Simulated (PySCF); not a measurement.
**MoH6: stationary points from several starts**

Aim: find the stationary points of MoH6 from octahedral and trigonal prismatic starts in the singlet state, tell minima from saddle points, and describe the lowest.

Program: PySCF 2.14.0. Level of theory: PBE0, basis Mo def2-TZVP with ECP28, H def2-TZVP, scalar-relativistic core potentials, no spin–orbit coupling, density fitting. These are calculated values, not measurements.

## (1) Starting geometry

7 atoms, charge 0, spin multiplicity 1.

Bond lengths: Mo1–H2 1.700 Å, Mo1–H3 1.700 Å, Mo1–H4 1.700 Å, Mo1–H5 1.700 Å, Mo1–H6 1.700 Å, Mo1–H7 1.700 Å. Angles: H2–Mo1–H3 180.0°, H2–Mo1–H4 90.0°, H2–Mo1–H5 90.0°, H2–Mo1–H6 90.0°, H2–Mo1–H7 90.0°, H3–Mo1–H4 90.0°, H3–Mo1–H5 90.0°, H3–Mo1–H6 90.0°, H3–Mo1–H7 90.0°, H4–Mo1–H5 90.0°, H4–Mo1–H6 180.0°, H4–Mo1–H7 90.0°, H5–Mo1–H6 90.0°, H5–Mo1–H7 180.0°, H6–Mo1–H7 90.0°.

```xyz
7
charge 0 multiplicity 1
Mo    0.0000    0.0000    0.0000
H     0.0000    0.0000    1.7000
H     0.0000    0.0000   -1.7000
H     1.7000    0.0000    0.0000
H     0.0000    1.7000    0.0000
H    -1.7000    0.0000    0.0000
H     0.0000   -1.7000    0.0000
```

## (2) Octahedral start, singlet: relaxation

The steps below are one call of a driver around PySCF. For each, scf.py gives the equivalent set-up of the SCF; relaxations use the driver's own optimiser. Before each start the driver seeks the lowest SCF state from one or more starting densities and follows internal instabilities, so scf.py alone need not reach the same state.

The program finds Oh symmetry in the start, which this walk keeps. The walk stops when the largest gradient is under 0.0003 Eh/bohr and the energy has settled too.

File scf.py:

```python
from pyscf import gto, scf, dft
mol = gto.M(atom='''
Mo     0.000000    -0.000000     0.000000
H      0.000000     0.000000     1.700000
H     -0.000000    -0.000000    -1.700000
H      1.700000    -0.000000    -0.000000
H      0.000000     1.700000    -0.000000
H     -1.700000     0.000000     0.000000
H     -0.000000    -1.700000     0.000000''',
    basis={'Mo': 'def2-TZVP', 'H': 'def2-TZVP'},
    ecp={'Mo': 'def2-TZVP'},
    charge=0, spin=0)
mf = dft.RKS(mol, xc='PBE0')
mf.grids.atom_grid = (50, 194)
aux = {'Mo': 'def2-universal-JKFIT', 'H': 'def2-universal-JKFIT'}
mf = mf.density_fit(auxbasis=aux)
mf.kernel()
```

Steps of the walk:

| step | energy (Eh) | change (kJ/mol) | largest symmetric gradient (Eh/bohr) |
| --- | --- | --- | --- |
| 0 | -71.339380 | 0.00 | 0.03349 |
| 1 | -71.354723 | -40.28 | 0.01292 |
| 2 | -71.357849 | -48.49 | 0.00257 |
| 3 | -71.357990 | -48.86 | 0.00024 |
| 4 | -71.357991 | -48.86 | 0.00000 |

The walk took 4.1 s on 4 threads, shared host.

Positions (Å) and forces (eV/Å) along the way:

```
step 0
Mo   0.000   0.000   0.000   0.000   0.000   0.000
H    0.000   0.000   1.700   0.000   0.000   1.722
H    0.000   0.000  -1.700   0.000   0.000  -1.722
H    1.700   0.000   0.000   1.722   0.000   0.000
H    0.000   1.700   0.000   0.000   1.722   0.000
H   -1.700   0.000   0.000  -1.722   0.000   0.000
H    0.000  -1.700   0.000   0.000  -1.722   0.000
step 1
Mo   0.000   0.000   0.000   0.000   0.000   0.000
H    0.000   0.000   1.759   0.000   0.000   0.664
H    0.000   0.000  -1.759   0.000   0.000  -0.664
H    1.759   0.000   0.000   0.664   0.000   0.000
H    0.000   1.759   0.000   0.000   0.664   0.000
H   -1.759   0.000   0.000  -0.664   0.000   0.000
H    0.000  -1.759   0.000   0.000  -0.664   0.000
step 2
Mo   0.000   0.000   0.000   0.000   0.000   0.000
H    0.000   0.000   1.796   0.000   0.000   0.132
H    0.000   0.000  -1.796   0.000   0.000  -0.132
H    1.796   0.000   0.000   0.132   0.000   0.000
H    0.000   1.796   0.000   0.000   0.132   0.000
H   -1.796   0.000   0.000  -0.132   0.000   0.000
H    0.000  -1.796   0.000   0.000  -0.132   0.000
step 4
Mo   0.000   0.000   0.000   0.000   0.000   0.000
H    0.000   0.000   1.805   0.000   0.000   0.000
H    0.000   0.000  -1.805   0.000   0.000   0.000
H    1.805   0.000   0.000   0.000   0.000   0.000
H    0.000   1.805   0.000   0.000   0.000   0.000
H   -1.805   0.000   0.000   0.000   0.000   0.000
H    0.000  -1.805   0.000   0.000   0.000   0.000
```

After 4 steps and 48.9 kJ/mol it ends at Oh: Mo–H 1.805 Å (×6); H–Mo–H 90.0° (×12), H–Mo–H 180.0° (×3).

## (3) Frequencies

On the finer grid the gradient is checked again; gradients at displacements of ±0.01 bohr then give force constants and infrared intensities.

Changes to scf.py since step 2:

```diff
@@ -3,7 +3,7 @@
-Mo     0.000000    -0.000000     0.000000
-H      0.000000     0.000000     1.700000
-H     -0.000000    -0.000000    -1.700000
-H      1.700000    -0.000000    -0.000000
-H      0.000000     1.700000    -0.000000
-H     -1.700000     0.000000     0.000000
-H     -0.000000    -1.700000     0.000000''',
+Mo    -0.000000     0.000000     0.000000
+H      0.000000     0.000000     1.805441
+H     -0.000000    -0.000000    -1.805441
+H      1.805441    -0.000000    -0.000000
+H      0.000000     1.805441    -0.000000
+H     -1.805441     0.000000     0.000000
+H     -0.000000    -1.805441     0.000000''',
@@ -14 +14 @@
-mf.grids.atom_grid = (50, 194)
+mf.grids.atom_grid = (75, 302)
```

The driver hands on the density of the step before, so the log starts near convergence.

SCF at the final geometry:

```text
init E= -71.3579190038689
  HOMO = -0.323211975211638  LUMO = -0.290872616127541  gap/eV = 0.88000
cycle= 1 E= -71.3579190042271  delta_E= -3.58e-10  |g|= 6.79e-06  |ddm|= 5.85e-05
  HOMO = -0.323211979455031  LUMO = -0.290872635935019  gap/eV = 0.88000
cycle= 2 E= -71.3579190058386  delta_E= -1.61e-09  |g|= 1.41e-05  |ddm|= 0.000123
  HOMO = -0.323211986547057  LUMO = -0.290872667542167  gap/eV = 0.88000
cycle= 3 E= -71.3579190038097  delta_E= 2.03e-09  |g|= 2.48e-06  |ddm|= 0.000238
  HOMO = -0.323212012796357  LUMO = -0.290872782780733  gap/eV = 0.88000
cycle= 4 E= -71.3579190037596  delta_E= 5e-11  |g|= 7.97e-07  |ddm|= 3.81e-05
  HOMO = -0.323211927528305  LUMO = -0.290872411417445  gap/eV = 0.88000
Extra cycle  E= -71.357919003762  delta_E= -2.36e-12  |g|= 1.15e-06  |ddm|= 5.36e-06
converged SCF energy = -71.357919003762
```

The whole step took 8.3 s.

Geometry: Oh; Mo–H 1.805 Å (×6); H–Mo–H 90.0° (×12), H–Mo–H 180.0° (×3).

Wavenumbers (cm⁻¹): 267, 267, 267, 1749, 1749, 1749, 1878, 1885, 1885, 2181, 2181, 2181, 2785, 2785, 2785. These are not to be trusted: the point is only loosely found or the SCF state changes between the displacements.

## (4) Relaxation: trigonal prismatic start, singlet

The program finds D3h symmetry in the start, which this walk keeps. The walk stops when the largest gradient is under 0.0003 Eh/bohr and the energy has settled too.

Changes to scf.py since step 3:

```diff
@@ -3,7 +3,7 @@
-Mo    -0.000000     0.000000     0.000000
-H      0.000000     0.000000     1.805441
-H     -0.000000    -0.000000    -1.805441
-H      1.805441    -0.000000    -0.000000
-H      0.000000     1.805441    -0.000000
-H     -1.805441     0.000000     0.000000
-H     -0.000000    -1.805441     0.000000''',
+Mo     0.000000     0.000000    -0.000000
+H      1.282994     0.000005     1.115300
+H     -0.641502     1.111103     1.115300
+H     -0.641492    -1.111108     1.115300
+H      1.282994     0.000005    -1.115300
+H     -0.641502     1.111103    -1.115300
+H     -0.641492    -1.111108    -1.115300''',
@@ -14 +14 @@
-mf.grids.atom_grid = (75, 302)
+mf.grids.atom_grid = (50, 194)
```

The optimiser's trace:

| step | energy (Eh) | change (kJ/mol) | largest symmetric gradient (Eh/bohr) |
| --- | --- | --- | --- |
| 0 | -71.579080 | 0.00 | 0.00334 |
| 1 | -71.579470 | -1.02 | 0.00195 |
| 2 | -71.579934 | -2.24 | 0.00136 |
| 3 | -71.579995 | -2.40 | 0.00095 |
| 4 | -71.580038 | -2.51 | 0.00011 |
| 5 | -71.580038 | -2.51 | 0.00001 |

The walk took 4.8 s.

Positions (Å) and forces (eV/Å) along the way:

```
step 0
Mo   0.000   0.000   0.000  -0.001   0.000   0.000
H    1.283   0.000   1.115   0.173   0.000   0.001
H   -0.641   1.111   1.115  -0.086   0.147   0.002
H   -0.641  -1.111   1.115  -0.086  -0.147   0.002
H    1.283   0.000  -1.115   0.173   0.000  -0.001
H   -0.641   1.111  -1.115  -0.086   0.147  -0.002
H   -0.641  -1.111  -1.115  -0.086  -0.147  -0.002
step 1
Mo   0.000   0.000   0.000  -0.001   0.000   0.000
H    1.295   0.000   1.109   0.101   0.000  -0.033
H   -0.648   1.122   1.109  -0.051   0.086  -0.032
H   -0.648  -1.122   1.109  -0.051  -0.086  -0.032
H    1.295   0.000  -1.109   0.101   0.000   0.033
H   -0.648   1.122  -1.109  -0.051   0.086   0.032
H   -0.648  -1.122  -1.109  -0.051  -0.086   0.032
step 3
Mo   0.000   0.000   0.000   0.001   0.000   0.000
H    1.330   0.000   1.078  -0.037   0.000  -0.049
H   -0.665   1.152   1.078   0.018  -0.033  -0.048
H   -0.665  -1.152   1.078   0.018   0.033  -0.048
H    1.330   0.000  -1.078  -0.037   0.000   0.049
H   -0.665   1.152  -1.078   0.018  -0.033   0.048
H   -0.665  -1.152  -1.078   0.018   0.033   0.048
step 5
Mo   0.000   0.000   0.000   0.001   0.000   0.000
H    1.332   0.000   1.069   0.000   0.000  -0.001
H   -0.666   1.154   1.069   0.000  -0.001   0.000
H   -0.666  -1.154   1.069   0.000   0.001   0.000
H    1.332   0.000  -1.069   0.000   0.000   0.001
H   -0.666   1.154  -1.069   0.000  -0.001   0.000
H   -0.666  -1.154  -1.069   0.000   0.001   0.000
```

After 5 steps and 2.5 kJ/mol it ends at D3h: Mo–H 1.708 Å (×6); H–Mo–H 77.5° (×3), H–Mo–H 85.0° (×6), H–Mo–H 134.1° (×6).

## (5) Is it a minimum? Harmonic modes

As before: finer grid, then central differences.

Changes to scf.py since step 4:

```diff
@@ -3,7 +3,7 @@
-Mo     0.000000     0.000000    -0.000000
-H      1.282994     0.000005     1.115300
-H     -0.641502     1.111103     1.115300
-H     -0.641492    -1.111108     1.115300
-H      1.282994     0.000005    -1.115300
-H     -0.641502     1.111103    -1.115300
-H     -0.641492    -1.111108    -1.115300''',
+Mo    -0.000000     0.000000    -0.000000
+H      1.332484     0.000006     1.068534
+H     -0.666247     1.153963     1.068534
+H     -0.666237    -1.153968     1.068534
+H      1.332484     0.000006    -1.068534
+H     -0.666247     1.153963    -1.068534
+H     -0.666237    -1.153968    -1.068534''',
@@ -14 +14 @@
-mf.grids.atom_grid = (50, 194)
+mf.grids.atom_grid = (75, 302)
```

Log of the central SCF (cycles and frontier levels):

```text
init E= -71.5800523813147
  HOMO = -0.2969242114173  LUMO = -0.174663110036874  gap/eV = 3.32689
cycle= 1 E= -71.5800523813088  delta_E= 5.9e-12  |g|= 7.78e-06  |ddm|= 1.01e-05
  HOMO = -0.296924457817294  LUMO = -0.174664068976739  gap/eV = 3.32687
Extra cycle  E= -71.5800523812947  delta_E= 1.41e-11  |g|= 1.08e-05  |ddm|= 1.32e-05
converged SCF energy = -71.5800523812947
```

The whole step took 9.8 s.

Geometry: D3h; Mo–H 1.708 Å (×6); H–Mo–H 77.5° (×3), H–Mo–H 85.0° (×6), H–Mo–H 134.1° (×6).

Harmonic modes (main isotopes):

| symmetry | ω (cm⁻¹) | IR (km/mol) | type |
| --- | --- | --- | --- |
| a2'' | 1491i | 208 | bend |
| e'' | 482i | 0.0 | bend |
| e' | 232i | 0.1 | bend |
| a1' | 671 | 0.0 | bend |
| e' | 840 | 2.3 | bend |
| a1'' | 1081 | 0.0 | bend |
| e'' | 1886 | 0.0 | stretch |
| e' | 1906 | 367 | stretch |
| a2'' | 1920 | 75.0 | stretch |
| a1' | 1986 | 0.0 | stretch |

With 5 modes imaginary (up to 1491i cm⁻¹) this point is a saddle.

Constants and moments:

| Quantity | Value |
| --- | --- |
| Dipole moment | 0.00 D |
| Highest occupied level | -8.08 eV |
| Lowest empty level | -4.75 eV |
| Rotational constants | 1.57, 1.374, 1.374 cm⁻¹ |
| Zero-point energy (real modes) | 89.2 kJ/mol |
| Principal polarisabilities | 49.9, 49.9, 56.5 bohr³ |
| Atomisation energy without zero-point energy | 1232 kJ/mol |
| Principal traceless quadrupole moments about the centre of mass | -3.62, 1.81, 1.81 D Å |

Populations by atom (charges in e):

```
        atom  Mulliken  Löwdin  polar tensor  Mayer order to Mo1
         Mo1     -0.02    0.02          0.85                   –
H2,3,4,5,6,7      0.00    0.00         -0.14                0.94
```

Mulliken populations on Mo1 (outside its core potential): s 2.83, p 6.96, d 4.21, f 0.02.

## (6) Downhill along the imaginary mode

The start is the last point, displaced along its most imaginary mode.

The program finds C3v symmetry in the start, which this walk keeps.

Changes to scf.py since step 5:

```diff
@@ -3,7 +3,7 @@
-Mo    -0.000000     0.000000    -0.000000
-H      1.332484     0.000006     1.068534
-H     -0.666247     1.153963     1.068534
-H     -0.666237    -1.153968     1.068534
-H      1.332484     0.000006    -1.068534
-H     -0.666247     1.153963    -1.068534
-H     -0.666237    -1.153968    -1.068534''',
+Mo    -0.000000    -0.000000    -0.005340
+H      1.249276     0.000005     1.155000
+H     -0.624643     1.081902     1.155000
+H     -0.624634    -1.081908     1.155000
+H      1.415692     0.000006    -0.982067
+H     -0.707851     1.226023    -0.982067
+H     -0.707841    -1.226029    -0.982067''',
@@ -14 +14 @@
-mf.grids.atom_grid = (75, 302)
+mf.grids.atom_grid = (50, 194)
```

The optimiser's trace:

| step | energy (Eh) | change (kJ/mol) | largest symmetric gradient (Eh/bohr) |
| --- | --- | --- | --- |
| 0 | -71.591044 | 0.00 | 0.05628 |
| 1 | -71.614590 | -61.82 | 0.04800 |
| 2 | -71.634959 | -115.30 | 0.02288 |
| 3 | -71.652618 | -161.66 | 0.01098 |
| 4 | -71.658027 | -175.86 | 0.00786 |
| 5 | -71.659547 | -179.85 | 0.01110 |
| 6 | -71.659807 | -180.54 | 0.00644 |
| 7 | -71.659887 | -180.75 | 0.00090 |
| 8 | -71.659891 | -180.76 | 0.00008 |
| 9 | -71.659891 | -180.76 | 0.00005 |

The walk took 8.1 s on 4 threads, shared host.

It settles in C3v symmetry, 180.8 kJ/mol below the start, after 9 steps: Mo–H 1.628 Å (×3), Mo–H 1.680 Å (×3); H–Mo–H 60.6° (×3), H–Mo–H 63.6° (×3), H–Mo–H 114.7° (×6), H–Mo–H 117.5° (×3).

## (7) Vibrations and properties at this point

The same treatment as at the point before.

Changes to scf.py since step 6:

```diff
@@ -3,7 +3,7 @@
-Mo    -0.000000    -0.000000    -0.005340
-H      1.249276     0.000005     1.155000
-H     -0.624643     1.081902     1.155000
-H     -0.624634    -1.081908     1.155000
-H      1.415692     0.000006    -0.982067
-H     -0.707851     1.226023    -0.982067
-H     -0.707841    -1.226029    -0.982067''',
+Mo     0.000000     0.000000    -0.030726
+H      0.948888     0.000004     1.292327
+H     -0.474447     0.821759     1.292327
+H     -0.474441    -0.821763     1.292327
+H      1.658186     0.000007    -0.301292
+H     -0.829099     1.436027    -0.301292
+H     -0.829087    -1.436034    -0.301292''',
@@ -14 +14 @@
-mf.grids.atom_grid = (50, 194)
+mf.grids.atom_grid = (75, 302)
```

SCF at the final geometry:

```text
init E= -71.6599399474223
  HOMO = -0.304377568787785  LUMO = -0.0853397465373516  gap/eV = 5.96032
cycle= 1 E= -71.6599399474032  delta_E= 1.92e-11  |g|= 1.14e-05  |ddm|= 1.15e-05
  HOMO = -0.304375970162693  LUMO = -0.0853379600617106  gap/eV = 5.96033
cycle= 2 E= -71.6599399472828  delta_E= 1.2e-10  |g|= 2.54e-05  |ddm|= 2.3e-05
  HOMO = -0.304377518144916  LUMO = -0.0853395239295972  gap/eV = 5.96033
cycle= 3 E= -71.6599399474299  delta_E= -1.47e-10  |g|= 4.15e-06  |ddm|= 1.75e-05
  HOMO = -0.304377228118042  LUMO = -0.085339299580827  gap/eV = 5.96033
cycle= 4 E= -71.6599399474343  delta_E= -4.45e-12  |g|= 2.57e-08  |ddm|= 2.65e-06
  HOMO = -0.304377226196433  LUMO = -0.0853392982476647  gap/eV = 5.96033
Extra cycle  E= -71.6599399474335  delta_E= 8.24e-13  |g|= 1.15e-08  |ddm|= 7.07e-08
converged SCF energy = -71.6599399474335
```

The whole step took 18 s.

Geometry: C3v; Mo–H 1.628 Å (×3), Mo–H 1.680 Å (×3); H–Mo–H 60.6° (×3), H–Mo–H 63.6° (×3), H–Mo–H 114.7° (×6), H–Mo–H 117.5° (×3).

Modes, for the most abundant isotopes:

| symmetry | ω (cm⁻¹) | IR (km/mol) | μ (u) |
| --- | --- | --- | --- |
| a1 | 709 | 16.0 | 1.04 |
| e | 734 | 6.4 | 1.02 |
| a2 | 771 | 0.0 | 1.01 |
| e | 865 | 74.8 | 1.02 |
| e | 927 | 197 | 1.01 |
| a1 | 1102 | 123 | 1.01 |
| e | 1956 | 432 | 1.02 |
| a1 | 1967 | 97.7 | 1.01 |
| e | 2095 | 96.7 | 1.02 |
| a1 | 2119 | 39.0 | 1.03 |

No imaginary mode, so this is a minimum.

Constants and moments:

```yaml
Dipole_moment: 1.75 D
Highest_occupied_level: -8.28 eV
Lowest_empty_level: -2.32 eV
Rotational_constants: 1.542, 1.542, 1.528 cm⁻¹
Zero-point_energy: 118.6 kJ/mol
Principal_polarisabilities: 44.2, 48.5, 48.5 bohr³
Atomisation_energy_without_zero-point_energy: 1442 kJ/mol
Principal_traceless_quadrupole_moments_about_the_centre_of_mass: -1.18, -1.18, 2.36 D Å
Entropy_at_298.15_K_and_1_bar: 243.2 J/(mol K)
Heat_capacity_Cp_at_298.15_K: 55.9 J/(mol K)
Enthalpy_at_298.15_K_above_0_K: 11.61 kJ/mol
Rotational_symmetry_number: 3
```

Populations by atom (charges in e):

```
  atom  Mulliken  Löwdin  polar tensor  Mayer order to Mo1
   Mo1     -0.17   -0.22          0.66                   –
H2,3,4      0.10    0.08          0.00                0.92
H5,6,7     -0.05   -0.01         -0.22                0.97
```

Mulliken populations on Mo1 (outside its core potential): s 2.66, p 6.54, d 4.94, f 0.02.

## (8) Stability of the closed shell

At the lowest minimum the closed shell is tested against spin polarisation, on the (50, 194) grid. It is stable.

## (9) The points found, side by side

| spin | group | bonds | imaginary modes (cm⁻¹) | ΔE (kJ/mol) | with zero-point energy |
| --- | --- | --- | --- | --- | --- |
| singlet | C3v | Mo–H 1.628 Å (×3), Mo–H 1.680 Å (×3) | none | 0.0 | 0.0 |
| singlet | D3h | Mo–H 1.708 Å (×6) | 1491i, 482i, 482i, 232i, 232i | 209.7 | – |

## (10) What came out

```
                                 quantity                                                                                                               value
                           lowest minimum                                                                                                        singlet, C3v
                                 geometry  Mo–H 1.628 Å (×3), Mo–H 1.680 Å (×3); H–Mo–H 60.6° (×3), H–Mo–H 63.6° (×3), H–Mo–H 114.7° (×6), H–Mo–H 117.5° (×3)
                       wavenumbers (cm⁻¹)                  709 (a1), 734 (e), 771 (a2), 865 (e), 927 (e), 1102 (a1), 1956 (e), 1967 (a1), 2095 (e), 2119 (a1)
                            dipole moment                                                                                                              1.75 D
     highest occupied, lowest empty level                                                                                                     -8.28, -2.32 eV
               polar-tensor charge of Mo1                                                                                                             +0.66 e
                        zero-point energy                                                                                                        118.6 kJ/mol
                      entropy at 298.15 K                                                                                                     243.2 J/(mol K)
atomisation energy (no zero-point energy)                                                                                                         1442 kJ/mol
```

In words: The lowest minimum found is the singlet of C3v symmetry. The strongest infrared band lies at 1956 cm⁻¹ (e, stretch). A search over typed starts can miss a lower isomer.

The search up to here took 59 s on 4 threads, shared host.
